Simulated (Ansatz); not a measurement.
# Ba (diamond type): the cost of one run

Program: Ansatz 0.2.0. Level of theory: DFT PBEsol, with the methods named in each step. These are calculated values, not measurements.

This is Ba in the diamond structure; at room conditions it is bcc.

## Step 1: The structure to begin with

It takes space group Fd-3m (No. 227, cubic). Conventional cell: a = 7.409 Å, b = 7.409 Å, c = 7.409 Å, α = 90.00°, β = 90.00°, γ = 90.00°. Ba (site symmetry -43m) is surrounded by 4 Ba at 3.21 Å.

Structure file:

```cif
data_structure
_symmetry_space_group_name_H-M 'P 1'
_symmetry_Int_Tables_number 1
_cell_length_a 5.2392
_cell_length_b 5.2392
_cell_length_c 5.2392
_cell_angle_alpha 60.000
_cell_angle_beta 60.000
_cell_angle_gamma 60.000
_cell_volume 101.69
loop_
_atom_site_label
_atom_site_type_symbol
_atom_site_fract_x
_atom_site_fract_y
_atom_site_fract_z
_atom_site_occupancy
Ba1 Ba 0.87500 0.87500 0.87500 1
Ba2 Ba 0.12500 0.12500 0.12500 1
```

Whether this phase is the stable one at these pressures isn't tested.

Atoms are numbered in the order of the input: Ba1, Ba2.

## Step 2: The reference volume, LAPW

The input, input.yaml:

```yaml
crystal:
  lattice:
    - [0.0, 3.7046584883, 3.7046584883]
    - [3.7046584883, 0.0, 3.7046584883]
    - [3.7046584883, 3.7046584883, 0.0]
  atoms:
    - { symbol: Ba, position: [-0.125, -0.125, -0.125] }
    - { symbol: Ba, position: [0.125, 0.125, 0.125] }
kpoints:
  mp_grid: { grid: [9, 9, 9] }
  band_path:
    path:
      - [0.0, 0.0, 0.0]
      - [0.5, 0.0, 0.5]
      - [0.625, 0.25, 0.625]
      - [0.375, 0.375, 0.75]
      - [0.0, 0.0, 0.0]
      - [0.5, 0.5, 0.5]
      - [0.5, 0.25, 0.75]
      - [0.5, 0.0, 0.5]
    npoints: 14
scf:
  occupations: { method: fermi_dirac, width: 0.05 }
hamiltonian:
  xc: pbesol
  pseudopotentials: { kind: all_electron, lapw: { basis_error: 0.001 } }
output:
  forces: true
  stress: true
  eigenvalues: true
  populations: true
  dos: { projected: true, de: 0.2, e_range: [-14, 8] }
```

Command:

```bash
$ ansatz run input.yaml --threads 1 --pin off --max-ram 2048MiB --backend cpu --events-out ev --progress --plain --runs-dir out
```

What time and memory should one allow on 1 thread of Arm Neoverse V1, shared host?

About 30 s, with a peak of 0.3 GiB.
